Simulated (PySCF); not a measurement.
# A diatomic session: MoBr+

The task here is to estimate one member of a computed series from the others.

Computed with PySCF 2.14.0. Level: Mo def2-TZVPPD with ECP28, Br def2-TZVPPD, scalar-relativistic core potentials.

The first run:

A driver script around PySCF takes these settings:

| Property | Result |
| --- | --- |
| atoms | Mo, Br |
| charge | 1 |
| basis | Mo def2-TZVPPD with ECP28, Br def2-TZVPPD |
| Hamiltonian | scalar-relativistic core potentials |
| basis functions | 113 |
| electrons treated | 48 |
| masses in u | 97.9054, 78.9183 |
| levels | PBE0, PBE, r²SCAN, M06, M06-2X, revPBE, BLYP, r²SCAN0, ωB97X-V, HF, MP2, SCS-MP2 |
| grid | 80 radial by 434 angular points |
| occupations | held fixed by the projection of orbital angular momentum |
| dissociation limit | Mo+ + Br, each in its ground configuration |
| starting distance in angstrom | 2.510 |
| values of 2S to try | 0, 2, 4, 6, 8 |

On the command line:

```sh
> OMP_NUM_THREADS=2 python dia.py task.json out
```

Steps of the session up to this table: Input; The PBE0 curve of the state that the search chose; Other states along the same grid; PBE (GGA); r²SCAN (meta-GGA); M06; M06-2X; revPBE; BLYP (GGA); r²SCAN0 (hybrid meta-GGA); ωB97X-V (range-separated hybrid); ROHF.

One table of the session follows, with a row left open; its other results are not shown here.

Energy (eV) from each level's lowest point:

```
R (Å)   ROHF  ROHF-MP2  ROHF-SCS-MP2    PBE  revPBE
2.007  2.008     1.120         1.264  1.323   1.387
2.101  1.025     0.420         0.511  0.562   0.606
2.194  0.433     0.084         0.127    n/a   0.188
2.264  0.177     0.000         0.010  0.031   0.043
2.334  0.042     0.019         0.000  0.000   0.000
2.404  0.000     0.114         0.069  0.043   0.031
2.497  0.054     0.325         0.248  0.179   0.152
2.614      ?         ?             ?      ?       ?
2.754  0.587     1.160         1.019  0.755   0.690
2.941  1.141     1.844         1.670  1.195   1.105
```

Q: Estimate the row for R (Å) = 2.614 from the others.

Worked estimate for «ROHF». A straight line through the neighbours (2.497, 0.054) and (2.754, 0.587) gives 0.054 + (0.587 − 0.054) × (2.614 − 2.497) / (2.754 − 2.497) = 0.297; a parabola fitted to 4 rows on both sides gives 0.260.

The run gave: ROHF: 0.245; ROHF-MP2: 0.674; ROHF-SCS-MP2: 0.565; PBE: 0.422; revPBE: 0.377. In «ROHF» the line misses by +0.052 and the parabola by +0.015.

Limits of these values: The state is the lowest single determinant that the PBE0 search found; with open d or f shells the true ground state can be another one.
